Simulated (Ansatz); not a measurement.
Run this with Ansatz's Python interface and show what comes out.

Script `slab_ybh3.py`:
```python
"""Cutting and solving a surface of YbH3."""

import ansatz as az
from ase import Atoms
from ase.build import surface
import numpy as np

atoms = Atoms(
    ["Yb", "H", "H", "H"],
    scaled_positions=[
        (0.0, 0.0, 0.0),
        (0.75, 0.75, 0.75),
        (0.25, 0.25, 0.25),
        (0.5, 0.5, 0.5),
    ],
    cell=[
        (0.0, 2.604971, 2.604971),
        (2.604971, 0.0, 2.604971),
        (2.604971, 2.604971, 0.0),
    ],
    pbc=True,
)
# Miller indices count the vectors of the cell as typed
slab = surface(atoms, (0, 1, 0), 3, vacuum=7.0)
slab.pbc = True

print(slab.get_chemical_formula(), "area {:.3f} A^2, cell height {:.2f} A".format(np.linalg.norm(np.cross(slab.cell[0], slab.cell[1])), slab.cell[2, 2]))


def settings(structure):
    return (
        az.Crystal.from_ase(structure).calculation()
        .occupations("fermi_dirac", width=0.1)
        .functional("PBE")
    )


calc = (
    settings(slab)
    .kpoints(5, 5, 1)
    .electric_field(axis=3, dipole_correction=True)
    .relax(force_tolerance=0.03, max_steps=30)
)
out = calc.run(threads=1)
summary = out.report

print(f"slab free energy {summary['free_energy_ev']:.4f} eV, Fermi level {summary['fermi_energy_ev']:.3f} eV")
face = summary["work_function"]
print("work function (eV), upper and lower face:", *(round(face[k], 3) for k in ("phi_plus_ev", "phi_minus_ev") if face.get(k) is not None))
print(f"dipole {face['dipole_moment_e_ang']:+.4f} e A")

# surface energy from the bulk energy at the same settings
bulk = settings(atoms).kpoints(7, 7, 7).run(threads=1).report
excess = summary["free_energy_ev"] - bulk["free_energy_ev"] * len(slab) / len(atoms)
area = np.linalg.norm(np.cross(slab.cell[0], slab.cell[1]))
print(f"mean surface energy {excess / (2 * area) * 16.02177:.3f} J/m^2 ({1000 * excess / (2 * area):.1f} meV/A^2)")

print("atom   z before  z after (A)")
for atom, site in zip(slab, out.lattice.sites):
    print(f"{atom.symbol:3s} {atom.z:9.3f} {site.position_ang[2]:9.3f}")
```

```console
$ python slab_ybh3.py
H9Yb3 area 11.753 A^2, cell height 22.27 A
DeckWarning: basis.ecutwfc = 420 eV, auto-derived from the records' recommended cutoffs: set by Yb (normal level)
RunWarning: efield: at this solve's end the planar-averaged density reaches 8.27e-5 e/Å³ inside the ramp window [0.9051, 0.0949] (bound 1e-5 e/Å³); the window's nearer edge stands 4.89 Å from this solve's nearest atom along the axis. Its work functions, free [...]
slab free energy -41529.4857 eV, Fermi level 1.684 eV
work function (eV), upper and lower face: 6.599 3.525
dipole -0.1996 e A
mean surface energy 2.074 J/m^2 (129.4 meV/A^2)
atom   z before  z after (A)
Yb      7.000     7.086
H       9.256     9.257
H       7.752     7.407
H       8.504     8.189
Yb     10.008     9.790
H      12.264    12.070
H      10.760    10.702
H      11.512    13.170
Yb     13.016    12.952
H      15.272    14.946
H      13.768    14.002
H      14.520    14.059
```
(Warnings from the package without file and line, shortened, repeats left out.)

Reading the output:
- Absolute energies stand on the zero of these potentials, so only differences at equal settings mean something. A total without «per atom» is that of the cell as typed.
- Semilocal functionals put the nearly full 4f shell of Yb too close to the Fermi level.
- The density doesn't vanish in the vacuum (a short gap or a low cutoff), which blurs the vacuum level.
- For a metal this k-point mesh is coarse: on a finer one energies can move by several to tens of meV an atom and pressures by half a GPa or more, differences at one mesh by less.
- The zero of the levels is a convention of the potentials, so an absolute Fermi energy is no work function.
- This cell is a computed structure, which may not be the phase found in nature.
- The slab is thin and cut from the structure as given; a cut can leave two unlike or polar faces, and the surface energy is then their mean. Miller indices refer to the vectors of the cell as typed, and the lattice isn't relaxed for this functional, so relaxation and surface energy can hold strain.
- Timing: 100 s on 1 thread of Arm Neoverse V2, on a shared host, peak memory 0.55 GiB.

(Lines on the test bed's own set-up are left out of the output.)
